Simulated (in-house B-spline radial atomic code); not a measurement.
**Gd⁺: binding energies from hole states**

Aim: binding energies of the shells of Gd⁺, from runs with electrons taken out, set against the orbital energies of the parent.

The numbers are computed with in-house B-spline radial atomic code version 1 (Dirac-Hartree-Fock, average of configuration, Fermi nucleus, basis-set limit), except any that are marked as measured or tabulated.

### 1 What is computed

| Item | Value |
| --- | --- |
| element | gadolinium (Z = 64) |
| charge | +1 |
| electrons | 63 |
| configuration | [Xe] 4f7 5d1 6s1 |
| Hamiltonian | Dirac-Coulomb |
| nucleus | Fermi, rms radius 5.157 fm |

Outer shells as boxes (Hund's rule):

[Xe] 4f7 5d1 6s1
```
[Xe] core
4f [↑ ][↑ ][↑ ][↑ ][↑ ][↑ ][↑ ]
5d [↑ ][  ][  ][  ][  ]
6s [↑ ]
```

The boxes draw the filling by Hund's rule, which heavy ions in jj coupling don't follow; these runs average over all states of the configuration.

Input settings:

```ini
Z = 64
electrons = 63.0
configuration = [Xe] 4f7 5d1 6s1
hamiltonian = dirac
method = hf
spin_polarised = False
nucleus = fermi
rms_radius = 5.1569
mass_number = 158
atomic_mass = 157.9241112
speed_of_light = 137.035999084
```

This reference run was done before. Its total energy is -11274.014541 hartree, and its levels are (the highest eight at most):

| orbital | occupation | energy (eV) | <r> (bohr) |
| --- | --- | --- | --- |
| 5s1/2 | 2 | -67.346 | 1.355 |
| 5p1/2 | 2 | -43.447 | 1.510 |
| 5p3/2 | 4 | -38.804 | 1.599 |
| 4f5/2 | 3 | -26.233 | 0.8285 |
| 4f7/2 | 4 | -25.472 | 0.8385 |
| 5d3/2 | 0.4 | -12.227 | 2.507 |
| 5d5/2 | 0.6 | -12.027 | 2.557 |
| 6s1/2 | 1 | -11.190 | 3.859 |

### 2 The 3d3/2 hole

In configurations, a minus sign after the shell means j = l − 1/2 and a plus sign j = l + 1/2; the count of electrons follows.

Input settings:

```ini
Z = 64
electrons = 62.0
configuration = 1s2 2s2 2p6 3s2 3p6 3d-3 3d+6 4s2 4p6 4d10 4f7 5s2 5p6 5d1 6s1
hamiltonian = dirac
method = hf
spin_polarised = False
nucleus = fermi
rms_radius = 5.1569
mass_number = 158
atomic_mass = 157.9241112
speed_of_light = 137.035999084
```

### 3 The 3d5/2 hole

Changes to the settings of step 2:

```diff
@@ -2,3 +2,3 @@
 electrons = 62.0
-configuration = 1s2 2s2 2p6 3s2 3p6 3d-3 3d+6 4s2 4p6 4d10 4f7 5s2 5p6 5d1 6s1
+configuration = 1s2 2s2 2p6 3s2 3p6 3d-4 3d+5 4s2 4p6 4d10 4f7 5s2 5p6 5d1 6s1
 hamiltonian = dirac
```

### 4 The 4s hole

Changes to the settings of step 3:

```diff
@@ -2,3 +2,3 @@
 electrons = 62.0
-configuration = 1s2 2s2 2p6 3s2 3p6 3d-4 3d+5 4s2 4p6 4d10 4f7 5s2 5p6 5d1 6s1
+configuration = 1s2 2s2 2p6 3s2 3p6 3d10 4s1 4p6 4d10 4f7 5s2 5p6 5d1 6s1
 hamiltonian = dirac
```

### 5 The 4p1/2 hole

Changes to the settings of step 4:

```diff
@@ -2,3 +2,3 @@
 electrons = 62.0
-configuration = 1s2 2s2 2p6 3s2 3p6 3d10 4s1 4p6 4d10 4f7 5s2 5p6 5d1 6s1
+configuration = 1s2 2s2 2p6 3s2 3p6 3d10 4s2 4p-1 4p+4 4d10 4f7 5s2 5p6 5d1 6s1
 hamiltonian = dirac
```

### 6 The 4p3/2 hole

Input settings:

```ini
Z = 64
electrons = 62.0
configuration = 1s2 2s2 2p6 3s2 3p6 3d10 4s2 4p-2 4p+3 4d10 4f7 5s2 5p6 5d1 6s1
hamiltonian = dirac
method = hf
spin_polarised = False
nucleus = fermi
rms_radius = 5.1569
mass_number = 158
atomic_mass = 157.9241112
speed_of_light = 137.035999084
```

### 7 The 4d3/2 hole

Input settings:

```ini
Z = 64
electrons = 62.0
configuration = 1s2 2s2 2p6 3s2 3p6 3d10 4s2 4p6 4d-3 4d+6 4f7 5s2 5p6 5d1 6s1
hamiltonian = dirac
method = hf
spin_polarised = False
nucleus = fermi
rms_radius = 5.1569
mass_number = 158
atomic_mass = 157.9241112
speed_of_light = 137.035999084
```

### 8 The 4d5/2 hole

Changes to the settings of step 7:

```diff
@@ -2,3 +2,3 @@
 electrons = 62.0
-configuration = 1s2 2s2 2p6 3s2 3p6 3d10 4s2 4p6 4d-3 4d+6 4f7 5s2 5p6 5d1 6s1
+configuration = 1s2 2s2 2p6 3s2 3p6 3d10 4s2 4p6 4d-4 4d+5 4f7 5s2 5p6 5d1 6s1
 hamiltonian = dirac
```

Q: What does each hole state cost in eV, and how does that compare with the orbital energies or single holes?

The runs gave:

| hole | ΔSCF (eV) | with Breit, QED, recoil (eV) | −ε of the parent (eV) | −ε less ΔSCF (eV) |
| --- | --- | --- | --- | --- |
| 3d3/2 | 1237.49 | 1235.98 | 1263.70 | 26.21 |
| 3d5/2 | 1206.46 | 1205.56 | 1232.29 | 25.83 |
| 4s | 408.22 | 407.23 | 418.51 | 10.29 |
| 4p1/2 | 331.10 | 330.28 | 341.08 | 9.99 |
| 4p3/2 | 298.98 | 298.53 | 308.33 | 9.35 |
| 4d3/2 | 170.73 | 170.59 | 179.46 | 8.73 |
| 4d5/2 | 164.93 | 164.92 | 173.44 | 8.51 |

**Reading.** Relaxation of the remaining electrons brings each binding energy under −ε, by 26.2 eV for 3d3/2 and 8.51 eV for 4d5/2. The spin-orbit splitting of the 3d hole is 30.42 eV with those corrections. Two partly filled shells share a symmetry and can mix in the average, which may lower the energy, in these hole states: 3d3/2; 3d5/2; 4s; 4d3/2; 4d5/2. Values are for the free ion, measured from the vacuum level.
